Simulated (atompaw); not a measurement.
# In: the cost of one run

The numbers are computed with atompaw 4.2.0.5 (PBE, scalar-relativistic, spin-unpolarised reference atom).

### Step 1. The atom and the settings

The settings as typed:

- element: indium (In, Z = 49)
- type: PAW
- frozen core: [Ar] 3d10
- valence charge: 21
- reference configuration: 4s2 4p6 4d10 5s1.75 5p1.25
- partial waves: 4s (bound): rc 1.45 bohr; 5s (bound): rc 1.95 bohr; 4p (bound): rc 1.65 bohr; 5p (bound): rc 1.65 bohr; 4d (bound): rc 1.95 bohr; 4d channel at 0.2 Ry: rc 1.95 bohr
- local potential: bessel scheme, radius 1.40 bohr
- core correction: smooth core density matched at 1.25 bohr
- augmentation charge: besselshape compensation charge, radius 1.50 bohr; PAW radius 1.95 bohr; waves and projectors: custom polynom2 7 10 vanderbiltortho

The nodes and maxima of the atom's own shells, from an earlier all-electron run, set the scale for the radii.

All-electron outer shells of the reference configuration (PBE, scalar-relativistic, ld1.x):

```
shell  level (eV)  outermost node (bohr)  outermost maximum (bohr)
   3p     -649.57                   0.14                      0.31
   3d     -433.14                      –                      0.26
   4s     -120.10                   0.41                      0.77
   4p      -78.57                   0.42                      0.82
   4d      -19.05                   0.40                      0.94
   5s       -8.47                   1.02                      2.16
   5p       -2.70                   1.14                      2.85
```

### Step 2. Generation

In.input reads:

```
In 49
GGA-PBE scalarrelativistic loggrid 1500 logderivrange -11 5 401
5 5 4 0 0 0
5 0 1.75
5 1 1.25
0 0 0
c
c
c
v
v
c
c
v
v
c
v
2
1.95 1.50 1.40 1.25
n
n
y
0.2
n
custom polynom2 7 10 vanderbiltortho besselshape
bessel
1.45
1.95
1.65
1.65
1.95
1.95
PWSCFOUT
UPFDX 0.0125d0 UPFXMIN -7.d0 UPFZMESH 49.d0
END
```

Run with:

```console
$ atompaw < In.input > In.log
```

**Question.** How long does this run take on 1 thread of AMD EPYC 9R45, shared host?

About 2.5 s.
